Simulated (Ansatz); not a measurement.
# C₂H₈N₂Si: up Jacob's ladder to CCSD(T)

An exercise on one series of results from a longer session: the logs are not shown, and one member is left open.

Method: functionals in def2-TZVPP, the program's frozen cores in correlated methods; program: Ansatz 0.2.0, Gaussian basis.

Levels to be run: PBE-D4, r2SCAN-D4, PBE0-D4, B3LYP-D4, ωB97X-V, ωB97M-V, B2PLYP; CCSD(T)/def2-TZVPP; MP2/def2-QZVPP; extrapolation to the limit.

### The geometry

An earlier PBE0-D4 in a triple-zeta def2 set relaxation fixed the geometry.

SMILES `C=NCN[SiH3]`, 13 atoms, charge 0, spin multiplicity 1.

Atoms are counted from 1 here; the program's logs count them from 0.

Bond lengths: C1–N2 1.257 Å, C1–H6 1.090 Å, C1–H7 1.100 Å, N2–C3 1.454 Å, C3–N4 1.436 Å, C3–H8 1.102 Å, C3–H9 1.095 Å, N4–Si5 1.725 Å, N4–H10 1.009 Å, Si5–H11 1.493 Å, Si5–H12 1.487 Å, Si5–H13 1.485 Å. Angles: N2–C1–H6 119.6°, N2–C1–H7 123.2°, H6–C1–H7 117.2°, C1–N2–C3 117.4°, N2–C3–N4 112.5°, N2–C3–H8 111.4°, N2–C3–H9 106.9°, N4–C3–H8 108.6°, N4–C3–H9 109.6°, H8–C3–H9 107.6°, C3–N4–Si5 122.1°, C3–N4–H10 112.5°, Si5–N4–H10 117.1°, N4–Si5–H11 116.0°, N4–Si5–H12 107.3°, N4–Si5–H13 107.3°, H11–Si5–H12 107.3°, H11–Si5–H13 108.0° and more.

The first run:

in.yaml

```yaml
crystal:
  periodic: [false, false, false]
  atoms:
    - {symbol: C, position_ang: [-0.750535, 2.086354, -0.060524]}
    - {symbol: N, position_ang: [-0.181817, 1.296848, -0.856960]}
    - {symbol: C, position_ang: [0.911509, 0.492630, -0.336011]}
    - {symbol: N, position_ang: [0.701421, -0.914035, -0.533565]}
    - {symbol: Si, position_ang: [-0.350844, -1.834968, 0.476549]}
    - {symbol: H, position_ang: [-1.578420, 2.701564, -0.412156]}
    - {symbol: H, position_ang: [-0.456203, 2.194031, 0.993727]}
    - {symbol: H, position_ang: [1.069801, 0.676098, 0.738710]}
    - {symbol: H, position_ang: [1.818328, 0.806917, -0.863503]}
    - {symbol: H, position_ang: [0.754701, -1.180548, -1.505625]}
    - {symbol: H, position_ang: [-1.806240, -1.525996, 0.357846]}
    - {symbol: H, position_ang: [0.043649, -1.567996, 1.885528]}
    - {symbol: H, position_ang: [-0.154849, -3.265800, 0.130485]}
basis:
  gaussian: {orbitals: def2-TZVPP}
hamiltonian: {xc: pbe, dispersion: d4}
output: {forces: true, orbitals: {seedname: orbitals}}
```

Run with:

```sh
> ansatz run in.yaml --threads 4 --pin off --events-out ev --progress --plain --max-ram 10444MiB
```

Steps of the session up to this table: PBE-D4 (GGA); r2SCAN-D4 (meta-GGA); PBE0-D4 (hybrid); B3LYP-D4 (hybrid); ωB97X-V (range-separated); ωB97M-V (range-separated); B2PLYP (double hybrid); CCSD(T) in def2-TZVPP; MP2 in def2-QZVPP.

One of the session's tables, all rows but one given; the rest of the session is left out.

```
            method  atomisation energy (kJ/mol)
            PBE-D4                       4784.3
         r2SCAN-D4                       4670.3
           PBE0-D4                       4690.6
          B3LYP-D4                       4714.2
           ωB97X-V                       4714.9
           ωB97M-V                       4708.5
            B2PLYP                       4646.0
     HF/def2-TZVPP                       3296.9
    MP2/def2-TZVPP                       4594.1
   CCSD/def2-TZVPP                       4479.5
CCSD(T)/def2-TZVPP                            ?
           MP2/CBS                       4728.0
       CCSD(T)/CBS                       4685.0
```

Q: Estimate the row for CCSD(T)/def2-TZVPP from the others.

The run gave: atomisation energy (kJ/mol): 4551.1. In the column «atomisation energy (kJ/mol)» it lies between CCSD/def2-TZVPP (4479.5) and MP2/def2-TZVPP (4594.1).
